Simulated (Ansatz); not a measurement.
# Sn3PbO4: the cost of one run

Computed with Ansatz 0.2.0 (DFT PBE, scalar-relativistic, plane waves, PAW, unless a step's input says otherwise).

**1. The system as given**

Symmetry: P4mm, No. 99, tetragonal system. The conventional cell has a = 5.519 Å, b = 5.519 Å, c = 4.973 Å, α = 90.00°, β = 90.00°, γ = 90.00°. Sn (site symmetry 2mm) has 4 O at 2.28 Å as nearest neighbours. Sn (site symmetry 4mm) is surrounded by 4 O at 2.28 Å. Pb (site symmetry 4mm) has 4 O at 2.28 Å as nearest neighbours. Around O (site symmetry m) lie 3 Sn at 2.28 Å and 1 Pb at 2.28 Å.

Coordinates:

```
Sn Pb O
1.0
     5.51871    0.00000    0.00000
     0.00000    5.51871    0.00000
     0.00000    0.00000    4.97297
Sn Pb O
3 1 4
Direct
  0.00000 0.50000 0.23690
  0.50000 0.00000 0.23690
  0.50000 0.50000 0.76310
  0.00000 0.00000 0.76310
  0.75000 0.25000 0.00000
  0.25000 0.75000 0.00000
  0.75000 0.75000 0.00000
  0.25000 0.25000 0.00000
```

The start is an ordering of an alloy on its end members' structure types: elements ordered on the sites of the SnO type, Pb/Sn on Sn (P4mm, No. 99).

**2. Probe: one point on a coarse mesh**

File input.yaml:

```yaml
crystal:
  lattice:
    - [5.51870923, 0.0, 0.0]
    - [0.0, 5.51870923, 0.0]
    - [0.0, 0.0, 4.97297273]
  atoms:
    - { symbol: Sn, position: [0.0, 0.5, 0.2369] }
    - { symbol: Sn, position: [0.5, 0.0, 0.2369] }
    - { symbol: Sn, position: [0.5, 0.5, 0.7631] }
    - { symbol: Pb, position: [0.0, 0.0, 0.7631] }
    - { symbol: O, position: [0.75, 0.25, 0.0] }
    - { symbol: O, position: [0.25, 0.75, 0.0] }
    - { symbol: O, position: [0.75, 0.75, 0.0] }
    - { symbol: O, position: [0.25, 0.25, 0.0] }
basis:
  ecutwfc: 420
kpoints:
  mp_grid: { grid: [4, 4, 4] }
hamiltonian:
  xc: pbe
scf:
  occupations: { method: gaussian, width: 0.1 }
  lower_state_search: "off"
output:
  forces: true
  stress: true
  eigenvalues: true
```

The run is started by

```
> ansatz run input.yaml --threads 1 --pin off --max-ram 2560MiB --backend cpu --events-out ev --progress --plain --runs-dir out
```

Q: Estimate wall time and peak memory on 1 thread of Arm Neoverse V2, shared host.

About 11 s, with a peak of 0.39 GiB.
